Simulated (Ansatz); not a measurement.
# C6H12O: the cost of one run

The runs use Ansatz 0.2.0, Gaussian basis; one geometry, several basis sets.

Plan: PBE0-D4/def2-SVP; ωB97M-V/def2-SVP; PBE0-D4/def2-QZVPP; ωB97M-V/def2-QZVPP; the functionals' def2-TZVPP values are taken from earlier runs.

## Step 1: Structure used throughout

The geometry comes from an earlier relaxation with PBE0-D4 in a triple-zeta def2 set; it is a stationary point, not always the lowest conformer.

SMILES `CCCCC(C)=O`, 19 atoms, charge 0, spin multiplicity 1.

Atoms are counted from 1 here; the program's logs count them from 0.

Bond lengths: C1–C2 1.518 Å, C1–H8 1.092 Å, C1–H9 1.094 Å, C1–H10 1.093 Å, C2–C3 1.521 Å, C2–H11 1.097 Å, C2–H12 1.094 Å, C3–C4 1.516 Å, C3–H13 1.095 Å, C3–H14 1.094 Å, C4–C5 1.513 Å, C4–H15 1.097 Å, C4–H16 1.098 Å, C5–C6 1.505 Å, C5–O7 1.206 Å, C6–H17 1.093 Å, C6–H18 1.089 Å, C6–H19 1.095 Å. Angles: C2–C1–H8 111.6°, C2–C1–H9 111.2°, C2–C1–H10 110.9°, H8–C1–H9 107.7°, H8–C1–H10 107.7°, H9–C1–H10 107.6°, C1–C2–C3 112.6°, C1–C2–H11 109.6°, C1–C2–H12 109.6°, C3–C2–H11 109.2°, C3–C2–H12 109.1°, H11–C2–H12 106.6°, C2–C3–C4 113.2°, C2–C3–H13 109.3°, C2–C3–H14 109.3°, C4–C3–H13 109.1°, C4–C3–H14 108.8°, H13–C3–H14 106.9° and more.

## Step 2: PBE0-D4 in def2-SVP

in.yaml reads:

```yaml
crystal:
  periodic: [false, false, false]
  atoms:
    - {symbol: C, position_ang: [-0.311786, -2.588632, 1.298758]}
    - {symbol: C, position_ang: [-0.048023, -1.487322, 0.287549]}
    - {symbol: C, position_ang: [-0.893863, -0.248487, 0.538414]}
    - {symbol: C, position_ang: [-0.631378, 0.865716, -0.456025]}
    - {symbol: C, position_ang: [0.698218, 1.563849, -0.274235]}
    - {symbol: C, position_ang: [1.145838, 2.442819, -1.411329]}
    - {symbol: O, position_ang: [1.359943, 1.435411, 0.726129]}
    - {symbol: H, position_ang: [0.298565, -3.472154, 1.098767]}
    - {symbol: H, position_ang: [-1.360914, -2.898311, 1.282460]}
    - {symbol: H, position_ang: [-0.083468, -2.249763, 2.312881]}
    - {symbol: H, position_ang: [-0.247240, -1.860513, -0.724572]}
    - {symbol: H, position_ang: [1.009980, -1.209895, 0.315705]}
    - {symbol: H, position_ang: [-1.954419, -0.519765, 0.502232]}
    - {symbol: H, position_ang: [-0.695856, 0.125967, 1.547189]}
    - {symbol: H, position_ang: [-0.702546, 0.506608, -1.489957]}
    - {symbol: H, position_ang: [-1.394424, 1.651547, -0.374147]}
    - {symbol: H, position_ang: [0.324298, 3.062780, -1.778725]}
    - {symbol: H, position_ang: [1.981709, 3.066360, -1.099156]}
    - {symbol: H, position_ang: [1.463668, 1.809385, -2.245540]}
basis:
  gaussian: {orbitals: def2-SVP}
hamiltonian: {xc: pbe0, dispersion: d4}
output: {orbitals: {seedname: orbitals}}
```

On the command line:

```sh
ansatz run in.yaml --threads 2 --pin off --events-out ev --progress --plain --max-ram 32768MiB --backend cpu
```

**Question.** How long does this run take on 2 threads of AMD EPYC 7R13, shared host, and how much memory does it need?

About 3 s, with a peak of 0.83 GiB.
